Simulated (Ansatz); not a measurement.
# AlN: optics inputs, tried as typed

Which of these optics inputs for AlN end well? Each is run as it stands.

The COD entry's cell or inner coordinates are ideal or old and differ from later refinements, so a difference from it is no clean test against experiment.

Computed with Ansatz 0.2.0 (plane waves, PAW; the settings change from run to run, as each input shows, unless a step's input says otherwise).

### 1 The starting structure

Symmetry: P6_3mc, No. 186, hexagonal system. Conventional cell: a = 3.107 Å, b = 3.107 Å, c = 4.979 Å, α = 90.00°, β = 90.00°, γ = 120.00°. Around Al (site symmetry 3m) lie 4 N at 1.89 to 1.90 Å. Around N (site symmetry 3m) lie 4 Al at 1.89 to 1.90 Å.

Structure file:

```cif
data_structure
_symmetry_space_group_name_H-M 'P 1'
_symmetry_Int_Tables_number 1
_cell_length_a 3.1067
_cell_length_b 3.1067
_cell_length_c 4.9786
_cell_angle_alpha 90.000
_cell_angle_beta 90.000
_cell_angle_gamma 120.000
_cell_volume 41.61
loop_
_atom_site_label
_atom_site_type_symbol
_atom_site_fract_x
_atom_site_fract_y
_atom_site_fract_z
_atom_site_occupancy
Al1 Al 0.33333 0.66667 0.99920 1
Al2 Al 0.66667 0.33333 0.49920 1
N1 N 0.33333 0.66667 0.38080 1
N2 N 0.66667 0.33333 0.88080 1
```

Cell and atoms come from an earlier r2SCAN relaxation.

For scale, an earlier run with the standard settings (PBE, 12×12×6, gaussian width 0.1 eV, scissors 0 eV) gave ε∞ 4.57 (xx, yy), 4.78 (zz); tallest peak of ε₂: 9.0 at 7.55 eV (complete to 8.3 eV).

### 2 Try 1

Input file input.yaml:

```yaml
crystal:
  lattice:
    - [3.1066945035, 0.0, 0.0]
    - [-1.5533472517, 2.6904763619, 0.0]
    - [0.0, 0.0, 4.9785885504]
  atoms:
    - { symbol: Al, position: [0.3333333333, 0.6666666667, -0.000795604] }
    - { symbol: Al, position: [0.6666666667, 0.3333333333, 0.499204396] }
    - { symbol: "N", position: [0.3333333333, 0.6666666667, 0.380795604] }
    - { symbol: "N", position: [0.6666666667, 0.3333333333, 0.880795604] }
kpoints:
  mp_grid: { grid: [1, 1, 1] }
hamiltonian:
  xc: r2scan
scf:
  occupations: { method: fixed }
output:
  optics:
    e_range: [0.5, 6]
    de: 0.1
    sigma: 0.15
    scissors: 1.5
    scheme: fermi_dirac
```

Command:

```console
> ansatz run input.yaml --threads 4 --pin off --max-ram 3686MiB --backend cpu --events-out ev --progress --plain --runs-dir out
```

The program printed:

```text
Warning: RAYON_NUM_THREADS=4 ignored (pool sized by the plan → 4); use --threads N
Engine: ansatz 0.2.0, x86_64-unknown-linux-gnu
Pseudopotentials: kind: paw
Pseudopotential: Al, paw, valence charge 3, recommended cutoff 500 eV (meta_gga), Al.paw.azcp
Pseudopotential: N, paw, valence charge 5, recommended cutoff 500 eV (meta_gga), N.paw.azcp
Functional definition: r2SCAN
  parameter k0 = 0.174
  parameter k1 = 0.065
  parameter a1 = 4.9479
  exchange = r2scan_x(k0 = k0, k1 = k1, a1 = a1)
  correlation = r2scan_c
Crystal: 4 atoms, lattice volume = 41.613 Å³
Basis set: ecut = 500 eV, 1087 PW (Γ), exchange–correlation on 96×96×160 points (64 copies of the dense FFT grid, shifted against one another)
Bands: 12, of which v1, the nominal top of the filled ones, is band 8 counted from 1 (7 counted from 0)
Symmetry: 12 space group operations
Space group: P63mc (ITA 186), of the structure as read, at distance tolerance 3.5e-5 Å
k-points: 1
Non-local potential: Al, projectors of the file, l = 0: 2, l = 1: 2, l = 2: 1
Non-local potential: N, projectors of the file, l = 0: 2, l = 1: 2, l = 2: 1
PAW form: soft (Blöchl's): semilocal exchange-correlation on the pseudo side does not see the compensation charge
PAW frozen core: Al, regenerated for the run's functional (the file was generated under x = pbe(κ = 0.804, μ = 0.2195149727645171), c = pbe(β = 0.06672455060314922))
PAW frozen core: N, regenerated for the run's functional (the file was generated under x = pbe(κ = 0.804, μ = 0.2195149727645171), c = pbe(β = 0.06672455060314922))
PAW one-centre angular grid: Al, 302 points (default); XC on 160 Gauss nodes
PAW one-centre angular grid: N, 302 points (default); XC on 160 Gauss nodes
Initial density: superposition of atomic densities (neutral atoms: chi_scale 0, normalization atom), corrected by the library's trained network
Initial wavefunctions: pseudopotential atomic-orbital guess
Functional: x = r2scan, c = r2scan; τ floored in thin density (d = 2e-4 eV/Å³)
SCF iter   1: F=—  HF=-1845.216418 eV  |F-HF|=—  |Δ(HF+E_count)|=         —  Δρ=9.28e-2  dr2=3.36e0  dr2_τ=1.42e0  ethr=1.77e-3  ⟨swp⟩=5.0  Hψ=65  notcnv=0  defer=2
preconditioner: auto → none  [insulator: Δε(μ)=4.782 eV  Ē_g=13.790 eV  n_scr=2 (ndim 8)  ℏωp=23.0 eV  f_vac=0.000  ε∞_Penn≈3.8]
SCF iter   2: F=—  HF=-1844.793696 eV  |F-HF|=—  |Δ(HF+E_count)|=   4.23e-1  Δρ=3.83e-2  dr2=2.48e-1  dr2_τ=1.13e-1  ethr=1.77e-3  ⟨swp⟩=4.0  Hψ=39  notcnv=0  defer=1
SCF iter   3: F=—  HF=-1844.809232 eV  |F-HF|=—  |Δ(HF+E_count)|=   1.55e-2  Δρ=1.67e-2  dr2=4.57e-2  dr2_τ=4.13e-3  ethr=1.55e-3  ⟨swp⟩=3.0  Hψ=27  notcnv=0  defer=2
SCF iter   4: F=—  HF=-1844.827459 eV  |F-HF|=—  |Δ(HF+E_count)|=   1.82e-2  Δρ=1.68e-3  dr2=4.55e-4  dr2_τ=5.07e-5  ethr=2.86e-4  ⟨swp⟩=2.0  Hψ=14  notcnv=0  defer=2
SCF iter   5: F=—  HF=-1844.827703 eV  |F-HF|=—  |Δ(HF+E_count)|=   2.44e-4  Δρ=1.26e-4  dr2=2.38e-6  dr2_τ=2.68e-7  ethr=2.84e-6  ⟨swp⟩=3.0  Hψ=21  notcnv=0  defer=2
SCF iter   6: F=—  HF=-1844.827707 eV  |F-HF|=—  |Δ(HF+E_count)|=   4.45e-6  Δρ=1.69e-5  dr2=6.73e-8  dr2_τ=1.20e-8  ethr=1.48e-8  ⟨swp⟩=3.0  Hψ=20  notcnv=0  defer=1
SCF iter   7: F=—  HF=-1844.827703 eV  |F-HF|=—  |Δ(HF+E_count)|=   3.57e-6  Δρ=3.72e-6  dr2=2.16e-9  dr2_τ=5.49e-10  ethr=4.20e-10  ⟨swp⟩=2.0  Hψ=19  notcnv=0  defer=1
SCF iter   8: F=—  HF=-1844.827703 eV  |F-HF|=—  |Δ(HF+E_count)|=   2.41e-9  Δρ=4.71e-7  dr2=3.46e-11  dr2_τ=9.47e-12  ethr=1.35e-11  ⟨swp⟩=2.0  Hψ=19  notcnv=0  defer=1
SCF iter   9: F=-1844.827703 eV  HF=-1844.827703 eV  |F-HF|=1.36e-12  |Δ(HF+E_count)|=  8.03e-11  Δρ=5.11e-8  dr2=5.74e-13  dr2_τ=7.20e-14  ethr=1.00e-12  ⟨swp⟩=5.0  Hψ=63  notcnv=0
SCF 1 converged in 9 iterations: F = -1844.827703 eV  dr2 = 5.74e-13
Optics k sum: 0 of 1 k-points
[...]
SCF converged after 9 iterations
Free energy (F): -1844.827703 eV
Harris-Foulkes:  -1844.827703 eV  (|F-HF|=1.36e-12)
Internal energy: -1844.827703 eV  (E = F + TS)
E sigma→0 (E₀):  -1844.827703 eV
Fermi energy:    8.261462 eV
--- Per-component energies (eV) ---
  E_band       = 53.215821
  E_kinetic    = 350.323105
  E_local      = -474.384817  (includes V_loc(G=0)·N_el)
  E_nonlocal   = 100.471266
  E_hartree    = 176.482254
  E_xc         = -199.238533
  E_vxc        = -240.765266  (∫ρ·V_xc dr)
  E_paw        = -1205.731244  (= ΣΔE_a)
  E_vpaw       = -48.556890  (= ΣTr[D̂ρ^β])
  E_aug_tail   = 0.000046  (compensation charges beyond the density's cutoff)
  E_vtau       = 13.163879  (kinetic-family band-sum trace: ∫τ·v_τ [+ j·A + Jᵃ·Aᵃ] dr)
  E_ewald      = -592.570436
  E_core_change = -0.179345  (= ΣΔE_core)
  E_smearing   = -0.000000  (= −TS)
  E_closure    = 0.000000  (closes the sum)
  Σ components = -1844.827703   (vs F -1844.827703, Δ=0.00e0)
--- Band table (eV) ---
  k-point 0: bands = ["-8.0049", "-5.6151", "1.4417", "7.2523", "7.2523", "8.0101", "8.0101", "8.2615", "12.5757", "14.9888", "19.2506", "19.2506"]
```

It took 1.6 s on 4 threads of Intel Xeon 6975P-C (Granite Rapids), shared host; peak memory 0.49 GiB.

optics.tsv begins:

```
# eps_inf(xx yy zz) = 3.568988 3.568988 3.887390
# eps_inf_bands = summed_not_bounded
# eps_inf_summed_bands(xx yy zz) = 3.568988 3.568988 3.887390
# eps_inf_completed(xx yy zz) = withheld withheld withheld
# eps2_relative_error = 0.0332
# eps_inf_relative_error = 1.0037
# f_sum_n_eff(xx yy zz) = 7.050121 7.050121 7.205911 of n_electrons = 16.000000
# n_bands = 12
# valid_up_to_ev = 8.663630
# least_direct_gap_ev = 4.314273e0 at k(fractional) = 0.000000 0.000000 0.000000, k_point = 0, channel = 0, bands = 7 8 (counted from 0)
```

The dielectric function from optics.tsv (yy equals xx):

```
E (eV)  ε₂ xx  ε₂ zz  ε₁ xx  ε₁ zz
  3.60   0.00   0.00   4.00   4.44
  3.70   0.00   0.00   4.03   4.48
  3.80   0.00   0.00   4.07   4.52
  3.90   0.00   0.00   4.10   4.57
  4.00   0.00   0.00   4.13   4.61
  4.10   0.00   0.00   4.17   4.66
  4.20   0.00   0.00   4.21   4.71
  4.30   0.00   0.00   4.25   4.77
  4.40   0.00   0.00   4.30   4.83
  4.50   0.00   0.00   4.34   4.89
  4.60   0.00   0.00   4.39   4.96
  4.70   0.00   0.00   4.44   5.03
  4.80   0.00   0.00   4.50   5.11
  4.90   0.00   0.00   4.56   5.19
  5.00   0.00   0.00   4.62   5.28
  5.10   0.00   0.00   4.69   5.38
  5.20   0.00   0.01   4.77   5.50
  5.30   0.00   0.02   4.85   5.62
  5.40   0.01   0.03   4.94   5.76
  5.50   0.01   0.06   5.04   5.91
  5.60   0.03   0.11   5.15   6.07
  5.70   0.05   0.17   5.28   6.24
  5.80   0.08   0.26   5.41   6.40
  5.90   0.13   0.36   5.55   6.55
  6.00   0.20   0.45   5.69   6.70
```

**Diagnosis.** The run ends without an error, but its result can't be used. The mesh is a single k point. Cure: use a mesh like that of the sound run.

### 3 Try 2

Edit input.yaml of step 2 so:

```diff
@@ -11,3 +11,3 @@
 kpoints:
-  mp_grid: { grid: [1, 1, 1] }
+  mp_grid: { grid: [6, 6, 4] }
 hamiltonian:
@@ -18,6 +18,10 @@
   optics:
-    e_range: [0.5, 6]
-    de: 0.1
-    sigma: 0.15
-    scissors: 1.5
-    scheme: fermi_dirac
+    e_range: [0, 20]
+    de: 0.2
+    sigma: 0.03
+    scissors: 2.5
+    scheme: gaussian
+  write_density: true
+  write_potential: true
+  elf: true
+  volumetric_format: npy
```

Command:

```console
> ansatz run input.yaml --threads 4 --pin off --max-ram 3686MiB --backend cpu --events-out ev --progress --plain --runs-dir out
```

The program printed:

```text
Warning: RAYON_NUM_THREADS=4 ignored (pool sized by the plan → 4); use --threads N
[... 10 set-up lines as earlier in the session ...]
Crystal: 4 atoms, lattice volume = 41.613 Å³
Basis set: ecut = 500 eV, 1087 PW (Γ), exchange–correlation on 96×96×160 points (64 copies of the dense FFT grid, shifted against one another)
Bands: 12, of which v1, the nominal top of the filled ones, is band 8 counted from 1 (7 counted from 0)
[... 2 set-up lines as earlier in the session ...]
k-points: 21 of 144 (time reversal used)
[... 10 set-up lines as earlier in the session ...]
SCF iter   1: F=—  HF=-1856.826980 eV  |F-HF|=—  |Δ(HF+E_count)|=         —  Δρ=6.58e-3  dr2=1.78e-2  dr2_τ=3.14e-1  ethr=1.77e-3  ⟨swp⟩=4.9  Hψ=1401  notcnv=0  defer=39
preconditioner: auto → none  [insulator: Δε(μ)=4.782 eV  Ē_g=14.227 eV  n_scr=2 (ndim 8)  ℏωp=23.0 eV  f_vac=0.000  ε∞_Penn≈3.6]
SCF iter   2: F=—  HF=-1856.969661 eV  |F-HF|=—  |Δ(HF+E_count)|=   1.43e-1  Δρ=4.51e-3  dr2=3.81e-3  dr2_τ=2.96e-4  ethr=1.11e-4  ⟨swp⟩=2.9  Hψ=662  notcnv=0  defer=42
SCF iter   3: F=—  HF=-1856.969342 eV  |F-HF|=—  |Δ(HF+E_count)|=   3.19e-4  Δρ=6.94e-4  dr2=1.46e-4  dr2_τ=6.07e-5  ethr=2.38e-5  ⟨swp⟩=2.0  Hψ=294  notcnv=0  defer=42
SCF iter   4: F=—  HF=-1856.969330 eV  |F-HF|=—  |Δ(HF+E_count)|=   1.24e-5  Δρ=1.89e-4  dr2=1.56e-5  dr2_τ=9.21e-7  ethr=9.12e-7  ⟨swp⟩=2.0  Hψ=397  notcnv=0  defer=42
SCF iter   5: F=—  HF=-1856.969325 eV  |F-HF|=—  |Δ(HF+E_count)|=   4.70e-6  Δρ=4.68e-5  dr2=1.07e-6  dr2_τ=1.07e-7  ethr=9.77e-8  ⟨swp⟩=2.0  Hψ=410  notcnv=0  defer=2
SCF iter   6: F=—  HF=-1856.969325 eV  |F-HF|=—  |Δ(HF+E_count)|=   1.51e-7  Δρ=2.16e-5  dr2=2.31e-7  dr2_τ=4.33e-9  ethr=6.70e-9  ⟨swp⟩=2.0  Hψ=406  notcnv=0
SCF iter   7: F=—  HF=-1856.969325 eV  |F-HF|=—  |Δ(HF+E_count)|=   2.34e-8  Δρ=5.96e-6  dr2=1.75e-8  dr2_τ=3.93e-10  ethr=1.45e-9  ⟨swp⟩=2.0  Hψ=405  notcnv=0
SCF iter   8: F=—  HF=-1856.969325 eV  |F-HF|=—  |Δ(HF+E_count)|=   2.48e-9  Δρ=8.20e-7  dr2=3.27e-10  dr2_τ=7.31e-12  ethr=1.09e-10  ⟨swp⟩=2.2  Hψ=373  notcnv=0
SCF iter   9: F=-1856.969325 eV  HF=-1856.969325 eV  |F-HF|=2.50e-12  |Δ(HF+E_count)|=  6.78e-11  Δρ=9.35e-8  dr2=4.23e-12  dr2_τ=1.54e-13  ethr=1.00e-12  ⟨swp⟩=3.4  Hψ=1235  notcnv=0
SCF 1 converged in 9 iterations: F = -1856.969325 eV  dr2 = 4.23e-12
Optics k sum: 0 of 21 k-points
[...]
SCF converged after 9 iterations
Free energy (F): -1856.969325 eV
Harris-Foulkes:  -1856.969325 eV  (|F-HF|=2.50e-12)
Internal energy: -1856.969325 eV  (E = F + TS)
E sigma→0 (E₀):  -1856.969325 eV
Fermi energy:    6.929029 eV
--- Per-component energies (eV) ---
  E_band       = 23.155642
  E_kinetic    = 321.375305
  E_local      = -448.712466  (includes V_loc(G=0)·N_el)
  E_nonlocal   = 108.519537
  E_hartree    = 157.359735
  E_xc         = -197.825098
  E_vxc        = -238.489847  (∫ρ·V_xc dr)
  E_paw        = -1204.936594  (= ΣΔE_a)
  E_vpaw       = -47.059265  (= ΣTr[D̂ρ^β])
  E_aug_tail   = 0.000038  (compensation charges beyond the density's cutoff)
  E_vtau       = 12.802917  (kinetic-family band-sum trace: ∫τ·v_τ [+ j·A + Jᵃ·Aᵃ] dr)
  E_ewald      = -592.570436
  E_core_change = -0.179345  (= ΣΔE_core)
  E_smearing   = -0.000000  (= −TS)
  E_closure    = 0.000000  (closes the sum)
  Σ components = -1856.969325   (vs F -1856.969325, Δ=0.00e0)
--- Band table (eV; the first three rows and the last of 21) ---
  k-point 0: bands = ["-9.0525", "-6.9382", "0.8600", "6.0437", "6.0437", "6.7063", "6.7063", "6.9290", "11.8087", "14.4559", "18.5293", "18.9816"]
  k-point 1: bands = ["-8.8148", "-7.3544", "1.6579", "5.7225", "6.1360", "6.1360", "6.6044", "6.6044", "12.7799", "14.5542", "18.1813", "18.9383"]
  k-point 2: bands = ["-8.1658", "-8.1658", "3.5521", "3.5521", "6.3654", "6.3654", "6.3654", "6.3654", "14.1594", "14.1594", "18.2461", "18.2461"]
  k-point 20: bands = ["-6.5473", "-6.5473", "2.0603", "2.0603", "3.0084", "3.0084", "6.1157", "6.1157", "15.0787", "15.0787", "15.5724", "15.5724"]
```

Wall time 4.4 s (4 threads of Intel Xeon 6975P-C (Granite Rapids), shared host); peak memory 0.65 GiB.

optics.tsv begins:

```
# eps_inf(xx yy zz) = 3.516837 3.516837 3.625398
# eps_inf_bands = all
# eps_inf_summed_bands(xx yy zz) = 2.868818 2.868818 2.964485
# eps_inf_completed(xx yy zz) = 3.516837 3.516837 3.625398
# eps2_relative_error = 0.0037
# eps_inf_relative_error = 0.0185
# f_sum_n_eff(xx yy zz) = 6.579345 6.579345 6.511551 of n_electrons = 16.000000
# n_bands = 12
# valid_up_to_ev = 11.866758
# least_direct_gap_ev = 4.879690e0 at k(fractional) = 0.000000 0.000000 0.000000, k_point = 0, channel = 0, bands = 7 8 (counted from 0)
```

The dielectric function from optics.tsv (yy equals xx), one row in 2 (narrow peaks fall between the rows), cut at 11.8 eV, above which the bands summed leave lines out:

```
E (eV)  ε₂ xx  ε₂ zz  ε₁ xx  ε₁ zz
  6.80   0.00   0.00   4.00   4.30
  7.20   0.00   0.00   4.29   4.71
  7.60   0.06   0.44   4.91   5.24
  8.00   0.58   0.71   5.08   5.48
  8.40   0.78   0.89   5.33   5.92
  8.80   0.94   1.07   5.83   6.78
  9.20   1.71   2.31   7.62  10.47
  9.60   3.33   6.84   7.30   8.36
 10.00   5.09   9.13   6.69   4.56
 10.40   6.53   7.42   4.80   2.46
 10.80   7.54   8.49   4.16  -0.57
 11.20   8.50   4.63   3.59  -1.16
 11.60   7.31   3.71  -0.42  -0.03
```

The columns hold the bands summed alone, whose ε₁ at zero energy is 2.87 (xx, yy), 2.96 (zz), below the completed ε∞ of 3.52 (xx, yy), 3.63 (zz).

Tallest peaks of ε₂ in the range shown (mean of the periodic axes): 7.0 at 10.20 eV, 7.9 at 10.80 eV.

### 4 Try 3

Edit input.yaml of step 3 so:

```diff
@@ -13,3 +13,3 @@
 hamiltonian:
-  xc: r2scan
+  xc: pbe
 scf:
@@ -18,7 +18,7 @@
   optics:
-    e_range: [0, 20]
+    e_range: [2, 30]
     de: 0.2
-    sigma: 0.03
-    scissors: 2.5
-    scheme: gaussian
+    sigma: 0.25
+    scissors: 0.3
+    scheme: fermi_dirac
   write_density: true
```

Command:

```console
> ansatz run input.yaml --threads 4 --pin off --max-ram 3686MiB --backend cpu --events-out ev --progress --plain --runs-dir out
```

The program printed:

```text
Warning: RAYON_NUM_THREADS=4 ignored (pool sized by the plan → 4); use --threads N
[... 2 set-up lines as earlier in the session ...]
Pseudopotential: Al, paw, valence charge 3, recommended cutoff 420 eV (normal), Al.paw.azcp
Pseudopotential: N, paw, valence charge 5, recommended cutoff 420 eV (normal), N.paw.azcp
Functional definition: PBE
  parameter kappa = 0.804
  parameter beta = 0.06672455060314922
  exchange = pbe_x(kappa = kappa, mu = beta*pi^2/3)
  correlation = pbe_c(beta = beta)
Crystal: 4 atoms, lattice volume = 41.613 Å³
Basis set: ecut = 420 eV, 809 PW (Γ)
Bands: 12, of which v1, the nominal top of the filled ones, is band 8 counted from 1 (7 counted from 0)
[... 2 set-up lines as earlier in the session ...]
k-points: 21 of 144 (time reversal used)
[... 3 set-up lines as earlier in the session ...]
PAW one-centre angular grid: Al, 110 points (default); XC on 64 Gauss nodes
PAW one-centre angular grid: N, 110 points (default); XC on 64 Gauss nodes
[... 2 set-up lines as earlier in the session ...]
Functional: x = pbe(κ = 0.804, μ = 0.2195149727645171), c = pbe(β = 0.06672455060314922)
SCF iter   1: F=—  HF=-1848.492812 eV  |F-HF|=—  |Δ(HF+E_count)|=         —  Δρ=8.11e-4  dr2=1.26e-4  ethr=1.77e-3  ⟨swp⟩=4.8  Hψ=1385  notcnv=0  defer=36
preconditioner: auto → none  [insulator: Δε(μ)=4.228 eV  Ē_g=13.158 eV  n_scr=2 (ndim 8)  ℏωp=23.0 eV  f_vac=0.000  ε∞_Penn≈4.1]
SCF iter   2: F=—  HF=-1848.493135 eV  |F-HF|=—  |Δ(HF+E_count)|=   3.24e-4  Δρ=4.15e-4  dr2=2.07e-5  ethr=7.87e-7  ⟨swp⟩=2.1  Hψ=624  notcnv=0  defer=42
SCF iter   3: F=—  HF=-1848.493203 eV  |F-HF|=—  |Δ(HF+E_count)|=   6.82e-5  Δρ=1.69e-4  dr2=5.58e-6  ethr=1.30e-7  ⟨swp⟩=2.0  Hψ=378  notcnv=0  defer=17
SCF iter   4: F=—  HF=-1848.493216 eV  |F-HF|=—  |Δ(HF+E_count)|=   1.25e-5  Δρ=1.72e-5  dr2=6.43e-8  ethr=3.48e-8  ⟨swp⟩=2.0  Hψ=409  notcnv=0  defer=3
SCF iter   5: F=—  HF=-1848.493216 eV  |F-HF|=—  |Δ(HF+E_count)|=   5.79e-7  Δρ=4.22e-6  dr2=3.17e-9  ethr=4.02e-10  ⟨swp⟩=2.8  Hψ=447  notcnv=0  defer=1
SCF iter   6: F=—  HF=-1848.493216 eV  |F-HF|=—  |Δ(HF+E_count)|=   6.14e-9  Δρ=3.46e-7  dr2=2.22e-11  ethr=1.98e-11  ⟨swp⟩=2.2  Hψ=409  notcnv=0  defer=1
SCF iter   7: F=-1848.493216 eV  HF=-1848.493216 eV  |F-HF|=4.55e-13  |Δ(HF+E_count)|=  5.78e-11  Δρ=4.69e-8  dr2=6.23e-13  ethr=1.00e-12  ⟨swp⟩=3.0  Hψ=834  notcnv=0
SCF 1 converged in 7 iterations: F = -1848.493216 eV  dr2 = 6.23e-13
Optics k sum: 0 of 21 k-points
[...]
SCF converged after 7 iterations
Free energy (F): -1848.493216 eV
Harris-Foulkes:  -1848.493216 eV  (|F-HF|=4.55e-13)
Internal energy: -1848.493216 eV  (E = F + TS)
E sigma→0 (E₀):  -1848.493216 eV
Fermi energy:    7.189194 eV
--- Per-component energies (eV) ---
  E_band       = 31.010943
  E_kinetic    = 319.360100
  E_local      = -447.426050  (includes V_loc(G=0)·N_el)
  E_nonlocal   = 110.925339
  E_hartree    = 155.445525
  E_xc         = -203.842294
  E_vxc        = -216.146162  (∫ρ·V_xc dr)
  E_paw        = -1190.385595  (= ΣΔE_a)
  E_vpaw       = -46.593527  (= ΣTr[D̂ρ^β])
  E_aug_tail   = 0.000194  (compensation charges beyond the density's cutoff)
  E_ewald      = -592.570436
  E_smearing   = -0.000000  (= −TS)
  E_closure    = -0.000000  (closes the sum)
  Σ components = -1848.493216   (vs F -1848.493216, Δ=0.00e0)
--- Band table (eV; the first three rows and the last of 21) ---
  k-point 0: bands = ["-8.0049", "-5.8553", "1.1894", "6.3325", "6.3325", "6.9788", "6.9788", "7.1892", "11.4215", "13.8965", "17.8273", "18.3859"]
  k-point 1: bands = ["-7.7677", "-6.2887", "1.9884", "5.9826", "6.4224", "6.4224", "6.8793", "6.8793", "12.3837", "14.0132", "17.4940", "18.3541"]
  k-point 2: bands = ["-7.1161", "-7.1161", "3.8552", "3.8552", "6.6460", "6.6460", "6.6460", "6.6460", "13.6907", "13.6907", "17.5520", "17.5520"]
  k-point 20: bands = ["-5.4526", "-5.4526", "2.3564", "2.3564", "3.3257", "3.3257", "6.3969", "6.3969", "14.6182", "14.6182", "15.0398", "15.0398"]
```

Wall time 2.1 s (4 threads of Intel Xeon 6975P-C (Granite Rapids), shared host); peak memory 0.4 GiB.

optics.tsv begins:

```
# eps_inf(xx yy zz) = 4.462430 4.462430 4.658054
# eps_inf_bands = all
# eps_inf_summed_bands(xx yy zz) = 3.677950 3.677950 3.850340
# eps_inf_completed(xx yy zz) = 4.462430 4.462430 4.658054
# eps2_relative_error = 0.0032
# eps_inf_relative_error = 0.0172
# f_sum_n_eff(xx yy zz) = 6.352438 6.352438 6.288952 of n_electrons = 16.000000
# n_bands = 12
# valid_up_to_ev = 6.442911
# least_direct_gap_ev = 4.232287e0 at k(fractional) = 0.000000 0.000000 0.000000, k_point = 0, channel = 0, bands = 7 8 (counted from 0)
```

The dielectric function from optics.tsv (yy equals xx), one row in 2, cut at 6.4 eV, above which the bands summed leave lines out:

```csv
E (eV),ε₂ xx,ε₂ zz,ε₁ xx,ε₁ zz
2.00,0.00,0.00,3.85,4.05
2.40,0.00,0.00,3.94,4.16
2.80,0.00,0.00,4.05,4.29
3.20,0.00,0.00,4.19,4.46
3.60,0.00,0.01,4.38,4.70
4.00,0.02,0.05,4.64,5.03
4.40,0.10,0.20,5.00,5.47
4.80,0.33,0.50,5.42,5.92
5.20,0.66,0.85,5.79,6.39
5.60,1.00,1.29,6.22,7.10
6.00,1.55,2.33,6.88,8.18
6.40,2.70,4.70,7.53,8.80
```

The columns hold the bands summed alone, whose ε₁ at zero energy is 3.68 (xx, yy), 3.85 (zz), below the completed ε∞ of 4.46 (xx, yy), 4.66 (zz).

### 5 Summary

| try | settings | ended | result | fault | time |
| --- | --- | --- | --- | --- | --- |
| 1 | r2SCAN, 1×1×1, fermi-dirac width 0.15 eV, scissors 1.5 eV | converged | ε∞ 3.57 (xx, yy), 3.89 (zz); tallest peak of ε₂: no peak (range ends at 6.0 eV) | the mesh is a single k point | 1.6 s |
| 2 | r2SCAN, 6×6×4, gaussian width 0.03 eV, scissors 2.5 eV | converged | ε∞ 3.52 (xx, yy), 3.63 (zz); tallest peak of ε₂: 7.9 at 10.80 eV (complete to 11.8 eV) |  | 4.4 s |
| 3 | PBE, 6×6×4, fermi-dirac width 0.25 eV, scissors 0.3 eV | converged | ε∞ 4.46 (xx, yy), 4.66 (zz); tallest peak of ε₂: not reached: the spectrum is complete only to 6.4 eV |  | 2.1 s |

**Reading.** 3 converged. Among the runs without a faulty setting ε∞ spans 3.55 (r2SCAN, scissors 2.5 eV) to 4.53 (PBE, scissors 0.3 eV); the bands summed and other settings may differ too, as the inputs show. These numbers test the settings; they aren't properties of the solid.
